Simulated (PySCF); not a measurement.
# The bond of ZnC−, level by level

One job finds the state of ZnC−, follows it along the bond with each method and fits the curves.

The runs use PySCF 2.14.0; Zn def2-SVPD, C def2-SVPD, no relativity.

3 further runs of the same task are left out: 3 set aside as unsound or not needed.

## Step 1: Set-up

Settings of the job:

```
atoms                         : Zn, C
charge                        : -1
basis                         : Zn def2-SVPD, C def2-SVPD
Hamiltonian                   : no relativity
basis functions               : 54
electrons treated             : 37
masses in u                   : 63.9291, 12.0000
levels                        : PBE0, PBE, r²SCAN, PBEsol, PW91, BHandHLYP, HF, MP2, SCS-MP2
grid                          : 80 radial by 434 angular points
occupations                   : held fixed by the projection of orbital angular momentum
dissociation limit            : Zn + C−, each in its ground configuration
starting distance in angstrom : 2.000
values of 2S to try           : 1, 3
```

On the command line:

```sh
$ OMP_NUM_THREADS=1 python dia.py task.json out
```

The job searches for the state first and then visits each distance with every level. Its results follow level by level.

## Step 2: First curve: PBE0

State followed: ⁴Σ⁻ (quartet), unpaired electrons σ ↑, π ↑↑. The scan is laid around 2.056 Å.

Log of the SCF at 2.056 Å:

```text
******** <class 'pyscf.dft.uks_symm.SymAdaptedUKS'> ********
method = SymAdaptedUKS
initial guess = minao
damping factor = 0
level_shift factor = 0
DIIS = <class 'pyscf.scf.diis.CDIIS'>
diis_start_cycle = 1
diis_space = 10
diis_damp = 0
SCF conv_tol = 1e-09
SCF conv_tol_grad = None
SCF max_cycles = 60
direct_scf = False
max_memory 909 MB (current use 290 MB)
number electrons alpha = 20  beta = 17
XC library pyscf.dft.libxc version 7.0.0
    S. Lehtola, C. Steigemann, M. J.T. Oliveira, and M. A.L. Marques.,  SoftwareX 7, 1–5 (2018)
XC functionals = PBE0
    C. Adamo and V. Barone.,  J. Chem. Phys. 110, 6158 (1999)
    M. Ernzerhof and G. E. Scuseria.,  J. Chem. Phys. 110, 5029 (1999)
small_rho_cutoff = 0
Overwritten attributes  get_k get_jk get_occ get_hcore get_j  of <class 'pyscf.dft.uks_symm.SymAdaptedUKS'>
<class 'pyscf.dft.uks_symm.SymAdaptedUKS'> does not have attributes  refdm
Set gradient conv threshold to 3.16228e-05
init E= -1816.73747691213
cycle= 1 E= -1816.74531445578  delta_E= -0.00784  |g|= 0.0105  |ddm|= 0.0731
cycle= 2 E= -1816.74533033632  delta_E= -1.59e-05  |g|= 0.0128  |ddm|= 0.0323
cycle= 3 E= -1816.74537720557  delta_E= -4.69e-05  |g|= 0.00232  |ddm|= 0.0142
cycle= 4 E= -1816.74537996971  delta_E= -2.76e-06  |g|= 0.000465  |ddm|= 0.00382
cycle= 5 E= -1816.74538115952  delta_E= -1.19e-06  |g|= 0.000473  |ddm|= 0.00412
cycle= 6 E= -1816.74538149473  delta_E= -3.35e-07  |g|= 0.000169  |ddm|= 0.00226
cycle= 7 E= -1816.74538159985  delta_E= -1.05e-07  |g|= 4.74e-05  |ddm|= 0.00162
cycle= 8 E= -1816.74538160281  delta_E= -2.96e-09  |g|= 6.79e-06  |ddm|= 0.000286
cycle= 9 E= -1816.74538160287  delta_E= -6.53e-11  |g|= 2.79e-06  |ddm|= 4.39e-05
Extra cycle  E= -1816.74538160288  delta_E= -5.91e-12  |g|= 2.94e-06  |ddm|= 1.04e-05
converged SCF energy = -1816.74538160288  <S^2> = 3.7630145  2S+1 = 4.006502
```

The curve and what changes along it:

| R (Å) | E (eV) | μ (D) | Mulliken charge of Zn (e) | Mayer bond order | ⟨S²⟩ | HOMO (eV) | LUMO (eV) |
| --- | --- | --- | --- | --- | --- | --- | --- |
| 1.7682 | 0.4452 | -1.30 | -0.42 | 1.44 | 3.76 | 0.77 | 3.35 |
| 1.8504 | 0.1915 | -1.44 | -0.42 | 1.33 | 3.76 | 0.71 | 3.41 |
| 1.9326 | 0.0572 | -1.59 | -0.42 | 1.22 | 3.76 | 0.66 | 3.47 |
| 1.9943 | 0.0116 | -1.72 | -0.41 | 1.15 | 3.76 | 0.63 | 3.51 |
| 2.0560 | 0.0000 | -1.87 | -0.40 | 1.09 | 3.76 | 0.59 | 3.54 |
| 2.1177 | 0.0133 | -2.04 | -0.39 | 1.02 | 3.76 | 0.56 | 3.57 |
| 2.1999 | 0.0582 | -2.29 | -0.38 | 0.95 | 3.76 | 0.52 | 3.60 |
| 2.3027 | 0.1420 | -2.66 | -0.37 | 0.87 | 3.76 | 0.47 | 3.63 |
| 2.4261 | 0.2638 | -3.15 | -0.36 | 0.79 | 3.76 | 0.42 | 3.65 |
| 2.5906 | 0.4378 | -3.89 | -0.35 | 0.71 | 3.76 | 0.39 | 3.65 |

Fit: Re = 2.051 Å, ωe = 424 cm⁻¹, ωexe = 4.38 cm⁻¹, αe = 0.00555 cm⁻¹, Be = 0.3968 cm⁻¹, De = 2.10 eV, μ = -1.86 D.

Orbitals nearest the gap at 2.056 Å:

| spin | orbital | ε (eV) | filled | made of |
| --- | --- | --- | --- | --- |
| β | δ | -7.58 | yes | Zn d 100 % |
| β | π | -7.53 | yes | Zn d 99 % |
| β | π | -7.53 | yes | Zn d 99 % |
| α | σ | -7.35 | yes | Zn d 86 %, C s 8 % |
| β | σ | -5.83 | yes | C s 60 %, Zn d 21 %, Zn s 14 % |
| α | σ | -2.13 | yes | Zn s 52 %, C p 43 % |
| α | π | -0.58 | yes | C p 87 %, Zn p 12 % |
| α | π | -0.58 | yes | C p 87 %, Zn p 12 % |
| β | σ | -0.42 | yes | Zn s 80 %, C s 10 %, C p 10 % |
| α | σ | 0.59 | yes | Zn p 33 %, Zn s 30 %, C p 28 % |
| β | π | 3.54 | no | Zn p 77 %, C p 23 % |
| β | π | 3.54 | no | Zn p 77 %, C p 23 % |
| α | π | 4.35 | no | Zn p 91 %, C p 10 % |
| α | π | 4.35 | no | Zn p 91 %, C p 10 % |

Polarisability there: 131.7 bohr³ along the bond, 75.6 across it.

## Step 3: Fields at the reference distance

Orbitals, density, ELF and potential are computed afterwards from the orbital file.

Frontier orbitals at PBE0 (alpha spin), with the share of their density that lies nearest to each atom:

| orbital | energy (eV) | lies on |
| --- | --- | --- |
| HOMO-1 | -0.58 | C2 88 %; Zn1 12 % |
| HOMO | 0.59 | Zn1 68 %; C2 32 % |
| LUMO | 4.35 | Zn1 80 %; C2 20 % |

ELF in a plane through or near 2 of the atoms.

Values, 10 rows by 14 columns:
```
0.06 0.27 0.46 0.57 0.49 0.30 0.07 0.02 0.02 0.02 0.01 0.00 0.00 0.00
0.44 0.82 0.91 0.93 0.81 0.56 0.21 0.12 0.17 0.28 0.24 0.10 0.01 0.00
0.78 0.96 0.98 0.86 0.39 0.24 0.24 0.28 0.44 0.59 0.54 0.35 0.13 0.02
0.94 0.99 0.95 0.36 0.17 0.16 0.17 0.40 0.80 0.86 0.83 0.64 0.42 0.17
0.97 0.99 0.80 0.22 0.57 0.68 0.21 0.49 0.63 0.47 0.90 0.80 0.59 0.36
0.98 0.99 0.76 0.20 0.74 0.60 0.31 0.50 0.35 0.46 0.87 0.82 0.61 0.40
0.96 0.99 0.88 0.28 0.24 0.36 0.15 0.46 0.84 0.86 0.88 0.74 0.53 0.28
0.89 0.98 0.98 0.57 0.22 0.17 0.19 0.34 0.65 0.76 0.71 0.51 0.28 0.07
0.69 0.93 0.97 0.92 0.57 0.36 0.26 0.22 0.34 0.49 0.44 0.26 0.07 0.01
0.20 0.58 0.75 0.82 0.72 0.48 0.13 0.06 0.06 0.10 0.08 0.02 0.00 0.00
```
The map spans 7.3 Å across and 5.2 Å up, centred on the molecule. Atoms in the plane (x, y in Å): Zn1 (-1.0, 0.0), C2 (1.0, 0.0).

log10 of the density (e/Å³) in the same plane.

Ten even steps from '0' (-4.0) to '9' (3.9):
```
1111112222211111111110000000
1111222222222222221111110000
1122222222222222222222111000
1222223333333223333222221110
2222233333333333333332221110
2222333333333333333333222111
2223333444444344444443322211
2233334455554444444444332211
2233334566665444555544332221
2233344567965445576544332221
2233344567965445576544332221
2233334566665444555544332221
2233334455554444444444332211
2223333444444344444443322211
2222333333333333333333222111
2222233333333333333332221110
1222223333333223333222221110
1122222222222222222222111000
1111222222222222221111110000
1111112222211111111110000000
```
The map spans 7.3 Å across and 5.2 Å up, centred on the molecule. Atoms in the plane (x, y in Å): Zn1 (-1.0, 0.0), C2 (1.0, 0.0).

On the surface of density 0.002 e/bohr³ the electrostatic potential runs, from the 1st to the 99th percentile, from -5.67 V near C2 to -4.50 V near Zn1.

The spin density lies nearest to C2 80 %; Zn1 20 %.

## Step 4: PBE (GGA)

The SCF at the reference distance, 2.056 Å, printed:

```text
[... 13 set-up lines left out, the same as in an earlier log ...]
max_memory 909 MB (current use 343 MB)
[... 3 set-up lines left out, the same as in an earlier log ...]
XC functionals = PBE
    J. P. Perdew, K. Burke, and M. Ernzerhof.,  Phys. Rev. Lett. 77, 3865 (1996)
    J. P. Perdew, K. Burke, and M. Ernzerhof.,  Phys. Rev. Lett. 78, 1396 (1997)
    J. P. Perdew, K. Burke, and M. Ernzerhof.,  Phys. Rev. Lett. 77, 3865 (1996)
    J. P. Perdew, K. Burke, and M. Ernzerhof.,  Phys. Rev. Lett. 78, 1396 (1997)
[... 2 set-up lines left out, the same as in an earlier log ...]
init E= -1816.71766192143
cycle= 1 E= -1816.71765511067  delta_E= 6.81e-06  |g|= 0.107  |ddm|= 0.292
cycle= 2 E= -1816.71020499467  delta_E= 0.00745  |g|= 0.196  |ddm|= 0.258
cycle= 3 E= -1816.72038663225  delta_E= -0.0102  |g|= 0.013  |ddm|= 0.208
cycle= 4 E= -1816.72050717976  delta_E= -0.000121  |g|= 0.00584  |ddm|= 0.0372
cycle= 5 E= -1816.72053663008  delta_E= -2.95e-05  |g|= 0.000698  |ddm|= 0.0134
cycle= 6 E= -1816.72053731586  delta_E= -6.86e-07  |g|= 0.000171  |ddm|= 0.00376
cycle= 7 E= -1816.72053735004  delta_E= -3.42e-08  |g|= 5.33e-05  |ddm|= 0.00108
cycle= 8 E= -1816.72053735225  delta_E= -2.21e-09  |g|= 1.15e-05  |ddm|= 7.9e-05
cycle= 9 E= -1816.72053735238  delta_E= -1.25e-10  |g|= 1.8e-06  |ddm|= 3.37e-05
Extra cycle  E= -1816.72053735235  delta_E= 2.14e-11  |g|= 5.09e-06  |ddm|= 1.48e-05
converged SCF energy = -1816.72053735235  <S^2> = 3.7572686  2S+1 = 4.0036327
```

Re = 2.016 Å, ωe = 454 cm⁻¹, ωexe = 4.80 cm⁻¹, αe = 0.00558 cm⁻¹, Be = 0.4104 cm⁻¹, De = 2.43 eV, μ = -1.89 D. 13 s of CPU time for 12 points, integrals apart.

## Step 5: r²SCAN (meta-GGA)

The SCF at the reference distance, 2.056 Å, printed:

```text
[... 17 set-up lines left out, the same as in an earlier log ...]
XC functionals = R2SCAN
    J. W. Furness, A. D. Kaplan, J. Ning, J. P. Perdew, and J. Sun.,  J. Phys. Chem. Lett. 11, 8208-8215 (2020)
    J. W. Furness, A. D. Kaplan, J. Ning, J. P. Perdew, and J. Sun.,  J. Phys. Chem. Lett. 11, 9248-9248 (2020)
    J. W. Furness, A. D. Kaplan, J. Ning, J. P. Perdew, and J. Sun.,  J. Phys. Chem. Lett. 11, 8208-8215 (2020)
    J. W. Furness, A. D. Kaplan, J. Ning, J. P. Perdew, and J. Sun.,  J. Phys. Chem. Lett. 11, 9248-9248 (2020)
[... 2 set-up lines left out, the same as in an earlier log ...]
init E= -1817.00674969641
cycle= 1 E= -1817.00749132697  delta_E= -0.000742  |g|= 0.0228  |ddm|= 0.137
cycle= 2 E= -1817.00700274922  delta_E= 0.000489  |g|= 0.0405  |ddm|= 0.0797
cycle= 3 E= -1817.0076561859  delta_E= -0.000653  |g|= 0.00565  |ddm|= 0.0623
cycle= 4 E= -1817.00767963502  delta_E= -2.34e-05  |g|= 0.00201  |ddm|= 0.0133
cycle= 5 E= -1817.0076830517  delta_E= -3.42e-06  |g|= 0.000231  |ddm|= 0.0054
cycle= 6 E= -1817.00768313291  delta_E= -8.12e-08  |g|= 8.22e-05  |ddm|= 0.00115
cycle= 7 E= -1817.00768313809  delta_E= -5.19e-09  |g|= 4.06e-05  |ddm|= 0.000317
cycle= 8 E= -1817.00768313946  delta_E= -1.37e-09  |g|= 1.57e-05  |ddm|= 0.000128
cycle= 9 E= -1817.00768313974  delta_E= -2.83e-10  |g|= 2.29e-06  |ddm|= 6.4e-05
Extra cycle  E= -1817.00768313975  delta_E= -4.55e-13  |g|= 3.43e-06  |ddm|= 1.04e-05
converged SCF energy = -1817.00768313975  <S^2> = 3.7650816  2S+1 = 4.0075337
```

Re = 2.017 Å, ωe = 454 cm⁻¹, ωexe = 4.51 cm⁻¹, αe = 0.00544 cm⁻¹, Be = 0.4103 cm⁻¹, De = 2.31 eV, μ = -1.78 D. 19 s of CPU time for 12 points, integrals apart.

## Step 6: PBEsol (GGA)

Output of the SCF at 2.056 Å:

```text
[... 13 set-up lines left out, the same as in an earlier log ...]
max_memory 909 MB (current use 344 MB)
[... 3 set-up lines left out, the same as in an earlier log ...]
XC functionals = PBEsol
    J. P. Perdew, A. Ruzsinszky, G. I. Csonka, O. A. Vydrov, G. E. Scuseria, L. A. Constantin, X. Zhou, and K. Burke.,  Phys. Rev. Lett. 100, 136406 (2008)
    J. P. Perdew, A. Ruzsinszky, G. I. Csonka, O. A. Vydrov, G. E. Scuseria, L. A. Constantin, X. Zhou, and K. Burke.,  Phys. Rev. Lett. 100, 136406 (2008)
[... 2 set-up lines left out, the same as in an earlier log ...]
init E= -1815.1659735582
cycle= 1 E= -1815.16474310372  delta_E= 0.00123  |g|= 0.125  |ddm|= 0.308
cycle= 2 E= -1815.14866044046  delta_E= 0.0161  |g|= 0.234  |ddm|= 0.388
cycle= 3 E= -1815.16719093168  delta_E= -0.0185  |g|= 0.0494  |ddm|= 0.374
cycle= 4 E= -1815.16926883857  delta_E= -0.00208  |g|= 0.00506  |ddm|= 0.104
cycle= 5 E= -1815.16928835115  delta_E= -1.95e-05  |g|= 0.000732  |ddm|= 0.0104
cycle= 6 E= -1815.16928888587  delta_E= -5.35e-07  |g|= 0.000183  |ddm|= 0.0026
cycle= 7 E= -1815.16928891788  delta_E= -3.2e-08  |g|= 8.25e-05  |ddm|= 0.000853
cycle= 8 E= -1815.16928892386  delta_E= -5.98e-09  |g|= 2.64e-05  |ddm|= 0.000297
cycle= 9 E= -1815.16928892456  delta_E= -6.96e-10  |g|= 2.62e-06  |ddm|= 7.76e-05
Extra cycle  E= -1815.1692889245  delta_E= 5.25e-11  |g|= 8.54e-06  |ddm|= 2.21e-05
converged SCF energy = -1815.1692889245  <S^2> = 3.7572679  2S+1 = 4.0036323
```

Re = 1.990 Å, ωe = 477 cm⁻¹, ωexe = 4.74 cm⁻¹, αe = 0.00543 cm⁻¹, Be = 0.4213 cm⁻¹, De = 2.61 eV, μ = -1.80 D. 9.4 s of CPU time for 12 points, integrals apart.

## Step 7: PW91 (GGA)

Output of the SCF at 2.056 Å:

```text
[... 17 set-up lines left out, the same as in an earlier log ...]
XC functionals = PW91,PW91
    J. P. Perdew. In P. Ziesche and H. Eschrig, editors, Proceedings of the 75. WE-Heraeus-Seminar and 21st Annual International Symposium on Electronic Structure of Solids, 11. Berlin, 1991. Akademie Verlag.
    J. P. Perdew, J. A. Chevary, S. H. Vosko, K. A. Jackson, M. R. Pederson, D. J. Singh, and C. Fiolhais.,  Phys. Rev. B 46, 6671 (1992)
    J. P. Perdew, J. A. Chevary, S. H. Vosko, K. A. Jackson, M. R. Pederson, D. J. Singh, and C. Fiolhais.,  Phys. Rev. B 48, 4978 (1993)
    J. P. Perdew. In P. Ziesche and H. Eschrig, editors, Proceedings of the 75. WE-Heraeus-Seminar and 21st Annual International Symposium on Electronic Structure of Solids, 11. Berlin, 1991. Akademie Verlag.
    J. P. Perdew, J. A. Chevary, S. H. Vosko, K. A. Jackson, M. R. Pederson, D. J. Singh, and C. Fiolhais.,  Phys. Rev. B 46, 6671 (1992)
    J. P. Perdew, J. A. Chevary, S. H. Vosko, K. A. Jackson, M. R. Pederson, D. J. Singh, and C. Fiolhais.,  Phys. Rev. B 48, 4978 (1993)
[... 2 set-up lines left out, the same as in an earlier log ...]
init E= -1817.17429531655
cycle= 1 E= -1817.17487507079  delta_E= -0.00058  |g|= 0.0961  |ddm|= 0.29
cycle= 2 E= -1817.16927477622  delta_E= 0.0056  |g|= 0.176  |ddm|= 0.205
cycle= 3 E= -1817.17710854521  delta_E= -0.00783  |g|= 0.00607  |ddm|= 0.165
cycle= 4 E= -1817.17711430356  delta_E= -5.76e-06  |g|= 0.00535  |ddm|= 0.0222
cycle= 5 E= -1817.17713856598  delta_E= -2.43e-05  |g|= 0.000839  |ddm|= 0.0129
cycle= 6 E= -1817.17713967306  delta_E= -1.11e-06  |g|= 0.000177  |ddm|= 0.00361
cycle= 7 E= -1817.17713970877  delta_E= -3.57e-08  |g|= 5.07e-05  |ddm|= 0.00115
cycle= 8 E= -1817.17713971148  delta_E= -2.71e-09  |g|= 1.09e-05  |ddm|= 0.00018
cycle= 9 E= -1817.17713971153  delta_E= -5.12e-11  |g|= 2.7e-06  |ddm|= 3.23e-05
Extra cycle  E= -1817.1771397115  delta_E= 2.96e-11  |g|= 6.21e-06  |ddm|= 1.82e-05
converged SCF energy = -1817.1771397115  <S^2> = 3.7573876  2S+1 = 4.0036921
```

Re = 2.016 Å, ωe = 453 cm⁻¹, ωexe = 4.79 cm⁻¹, αe = 0.00560 cm⁻¹, Be = 0.4107 cm⁻¹, De = 2.44 eV, μ = -1.92 D.

## Step 8: BHandHLYP

Log of the SCF at 2.056 Å:

```text
[... 17 set-up lines left out, the same as in an earlier log ...]
XC functionals = BHANDHLYP
    A. D. Becke.,  J. Chem. Phys. 98, 1372 (1993)
    Defined through Gaussian implementation.
[... 2 set-up lines left out, the same as in an earlier log ...]
init E= -1816.98137712466
cycle= 1 E= -1816.98255782071  delta_E= -0.00118  |g|= 0.044  |ddm|= 0.139
cycle= 2 E= -1816.98259090744  delta_E= -3.31e-05  |g|= 0.0501  |ddm|= 0.0788
cycle= 3 E= -1816.98323046465  delta_E= -0.00064  |g|= 0.00342  |ddm|= 0.0384
cycle= 4 E= -1816.98327574917  delta_E= -4.53e-05  |g|= 0.00214  |ddm|= 0.0234
cycle= 5 E= -1816.98329060346  delta_E= -1.49e-05  |g|= 0.0011  |ddm|= 0.0112
cycle= 6 E= -1816.98329493949  delta_E= -4.34e-06  |g|= 0.00035  |ddm|= 0.00969
cycle= 7 E= -1816.98329531795  delta_E= -3.78e-07  |g|= 7.46e-05  |ddm|= 0.00343
cycle= 8 E= -1816.9832953304  delta_E= -1.25e-08  |g|= 1.15e-05  |ddm|= 0.000657
cycle= 9 E= -1816.98329533072  delta_E= -3.17e-10  |g|= 2.76e-06  |ddm|= 8.41e-05
Extra cycle  E= -1816.98329533074  delta_E= -1.59e-11  |g|= 1.26e-06  |ddm|= 1.53e-05
converged SCF energy = -1816.98329533074  <S^2> = 3.7676213  2S+1 = 4.0088009
```

Re = 2.108 Å, ωe = 386 cm⁻¹, ωexe = 3.90 cm⁻¹, αe = 0.00529 cm⁻¹, Be = 0.3754 cm⁻¹, De = 1.76 eV, μ = -1.94 D.

## Step 9: UHF (mean field)

The SCF at the reference distance, 2.056 Å, printed:

```text
******** <class 'pyscf.scf.uhf_symm.SymAdaptedUHF'> ********
method = SymAdaptedUHF
[... 13 set-up lines left out, the same as in an earlier log ...]
Overwritten attributes  get_k get_jk get_occ get_hcore get_j  of <class 'pyscf.scf.uhf_symm.SymAdaptedUHF'>
<class 'pyscf.scf.uhf_symm.SymAdaptedUHF'> does not have attributes  refdm
[... 1 set-up line left out, the same as in an earlier log ...]
init E= -1815.2335507901
cycle= 1 E= -1815.24798819074  delta_E= -0.0144  |g|= 0.0897  |ddm|= 0.385
cycle= 2 E= -1815.25172382495  delta_E= -0.00374  |g|= 0.068  |ddm|= 0.207
cycle= 3 E= -1815.25353617863  delta_E= -0.00181  |g|= 0.0161  |ddm|= 0.0524
cycle= 4 E= -1815.25495159944  delta_E= -0.00142  |g|= 0.00936  |ddm|= 0.111
cycle= 5 E= -1815.25554115023  delta_E= -0.00059  |g|= 0.00509  |ddm|= 0.0908
cycle= 6 E= -1815.25574713954  delta_E= -0.000206  |g|= 0.00165  |ddm|= 0.0874
cycle= 7 E= -1815.25576143775  delta_E= -1.43e-05  |g|= 0.000551  |ddm|= 0.0238
cycle= 8 E= -1815.25576300917  delta_E= -1.57e-06  |g|= 0.000198  |ddm|= 0.00889
cycle= 9 E= -1815.25576313637  delta_E= -1.27e-07  |g|= 9.56e-05  |ddm|= 0.00165
cycle= 10 E= -1815.25576318058  delta_E= -4.42e-08  |g|= 3.74e-05  |ddm|= 0.0012
cycle= 11 E= -1815.2557631887  delta_E= -8.12e-09  |g|= 1.2e-05  |ddm|= 0.0007
cycle= 12 E= -1815.25576318951  delta_E= -8.16e-10  |g|= 4.94e-06  |ddm|= 0.000187
Extra cycle  E= -1815.25576318957  delta_E= -5.57e-11  |g|= 2.8e-06  |ddm|= 2.45e-05
converged SCF energy = -1815.25576318957  <S^2> = 3.7764306  2S+1 = 4.0131935
```

Re = 2.221 Å, ωe = 341 cm⁻¹, ωexe = 3.62 cm⁻¹, αe = 0.00489 cm⁻¹, Be = 0.3382 cm⁻¹, De = 1.30 eV, μ = -1.29 D.

## Step 10: MP2

Reference: UHF; core orbitals frozen: 6.

Correlation energy (eV) along the bond:

| R (Å) | MP2 | SCS-MP2 |
| --- | --- | --- |
| 1.768 | -12.253 | -10.974 |
| 1.850 | -12.170 | -10.902 |
| 1.933 | -12.106 | -10.847 |
| 1.994 | -12.067 | -10.814 |
| 2.056 | -12.034 | -10.786 |
| 2.118 | -12.005 | -10.762 |
| 2.200 | -11.972 | -10.735 |
| 2.303 | -11.937 | -10.707 |
| 2.426 | -11.901 | -10.679 |
| 2.591 | -11.861 | -10.648 |

UHF-MP2: Re = 2.141 Å, ωe = 380 cm⁻¹, ωexe = 3.44 cm⁻¹, αe = 0.00469 cm⁻¹, Be = 0.3639 cm⁻¹, De = 1.68 eV.

UHF-SCS-MP2: Re = 2.155 Å, ωe = 370 cm⁻¹, ωexe = 3.49 cm⁻¹, αe = 0.00477 cm⁻¹, Be = 0.3592 cm⁻¹, De = 1.56 eV.

## Step 11: The curves together

Energy (eV) from each level's lowest point:

| R (Å) | UHF | UHF-MP2 | UHF-SCS-MP2 | PBE | PBEsol | PW91 | r²SCAN | PBE0 | BHandHLYP |
| --- | --- | --- | --- | --- | --- | --- | --- | --- | --- |
| 1.768 | 0.957 | 0.683 | 0.719 | 0.367 | 0.311 | 0.363 | 0.368 | 0.445 | 0.584 |
| 1.850 | 0.551 | 0.360 | 0.385 | 0.140 | 0.106 | 0.138 | 0.140 | 0.191 | 0.288 |
| 1.933 | 0.288 | 0.160 | 0.177 | 0.029 | 0.015 | 0.029 | 0.029 | 0.057 | 0.115 |
| 1.994 | 0.159 | 0.071 | 0.081 | 0.000 | 0.000 | 0.000 | 0.000 | 0.012 | 0.043 |
| 2.056 | 0.076 | 0.021 | 0.026 | 0.004 | 0.016 | 0.004 | 0.004 | 0.000 | 0.008 |
| 2.118 | 0.026 | 0.000 | 0.000 | 0.031 | 0.055 | 0.032 | 0.031 | 0.013 | 0.000 |
| 2.200 | 0.000 | 0.007 | 0.001 | 0.093 | 0.132 | 0.093 | 0.093 | 0.058 | 0.020 |
| 2.303 | 0.012 | 0.054 | 0.041 | 0.194 | 0.250 | 0.195 | 0.196 | 0.142 | 0.077 |
| 2.426 | 0.066 | 0.144 | 0.123 | 0.333 | 0.406 | 0.333 | 0.338 | 0.264 | 0.174 |
| 2.591 | 0.173 | 0.291 | 0.261 | 0.522 | 0.615 | 0.522 | 0.533 | 0.438 | 0.322 |

The whole job (state search and all levels along the bond) took 3.2 min on 1 thread of Arm Neoverse N1 (shared host), peak memory 0.6 GiB.

## Step 12: Results

Lowest PBE0 solution found, without spin–orbit coupling: ⁴Σ⁻ (quartet), unpaired electrons σ ↑, π ↑↑.

| level | Re (Å) | ωe (cm⁻¹) | De (eV) | μ (D) |
| --- | --- | --- | --- | --- |
| UHF | 2.221 | 341 | 1.30 | -1.29 |
| UHF-MP2 | 2.141 | 380 | 1.68 | n/a |
| UHF-SCS-MP2 | 2.155 | 370 | 1.56 | n/a |
| PBE | 2.016 | 454 | 2.43 | -1.89 |
| PBEsol | 1.990 | 477 | 2.61 | -1.80 |
| PW91 | 2.016 | 453 | 2.44 | -1.92 |
| r²SCAN | 2.017 | 454 | 2.31 | -1.78 |
| PBE0 | 2.051 | 424 | 2.10 | -1.86 |
| BHandHLYP | 2.108 | 386 | 1.76 | -1.94 |

De is counted to Zn + C− in their ground configurations. A positive dipole points from Zn to C; in an ion it is taken about the centre of mass and does not tell which atom is negative.

Time per point (s) on 1 thread of Arm Neoverse N1, shared host (CPU time, shared integrals of 0.21 s apart; correlated levels include their reference); the times are rough: UHF 0.24, UHF-MP2 0.48, UHF-SCS-MP2 0.48, PBE 1.1, PBEsol 0.79, PW91 0.81, r²SCAN 1.6, PBE0 1.7, BHandHLYP 0.9.

**Reading.** The methods spread over 0.231 Å in bond length, from PBEsol to UHF. Among the levels with a De in the table, it runs from 1.30 eV (UHF) to 2.61 eV (PBEsol).

Correlated steps freeze 6 core orbitals. With some functionals the highest level of the anion is positive, from self-interaction error or because the anion is truly unbound there; the finite basis then holds the extra electron, and no neutral molecule was run to test the binding.
